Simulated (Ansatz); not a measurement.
# NaPd: the cost of one run

Computed with Ansatz 0.2.0 (DFT PBE, scalar-relativistic, plane waves, PAW, unless a step's input says otherwise).

## Step 1: The structure to begin with

Symmetry: P4/mmm, No. 123, tetragonal system. The conventional cell has a = 3.837 Å, b = 3.837 Å, c = 14.000 Å, α = 90.00°, β = 90.00°, γ = 90.00°. Na (site symmetry 4/mmm) is surrounded by 4 Pd at 2.71 Å. Pd (site symmetry 4/mmm) is surrounded by 4 Na at 2.71 Å.

Structure file:

```xyz
2
Lattice="3.8369 0.0000 0.0000 0.0000 3.8369 0.0000 0.0000 0.0000 14.0000" Properties=species:S:1:pos:R:3 pbc="T T F"
Na    1.9185    1.9185    7.0000
Pd    0.0000    0.0000    7.0000
```

A structure generator made this guess: random sheet by layer group and Wyckoff sites. Lengths come from tabulated atomic sizes and are only a guess.

It is a sheet, periodic along a and b, with vacuum along c; volumes and pressures of the box carry no meaning, and space groups named for it are those of the box.

## Step 2: Probe: one point on a coarse mesh

input.yaml reads:

```yaml
crystal:
  lattice:
    - [3.836948, 0.0, 0.0]
    - [0.0, 3.836948, 0.0]
    - [0.0, 0.0, 14.0]
  atoms:
    - { symbol: Na, position: [0.5, 0.5, 0.5] }
    - { symbol: Pd, position: [0.0, 0.0, 0.5] }
  periodic: [true, true, false]
basis:
  ecutwfc: 420
kpoints:
  mp_grid: { grid: [4, 4, 1] }
hamiltonian:
  xc: pbe
scf:
  occupations: { method: gaussian, width: 0.1 }
  lower_state_search: "off"
output:
  forces: true
  stress: true
  eigenvalues: true
```

On the command line:

```
$ ansatz run input.yaml --threads 1 --pin off --max-ram 2048MiB --backend cpu --events-out ev --progress --plain --runs-dir out
```

**Question.** How long does this run take on 1 thread of Intel Xeon Platinum 8259CL at 2.50GHz (Skylake/Cascade Lake), shared host, and how much memory does it need?

About 4.5 s, with a peak of 0.49 GiB.
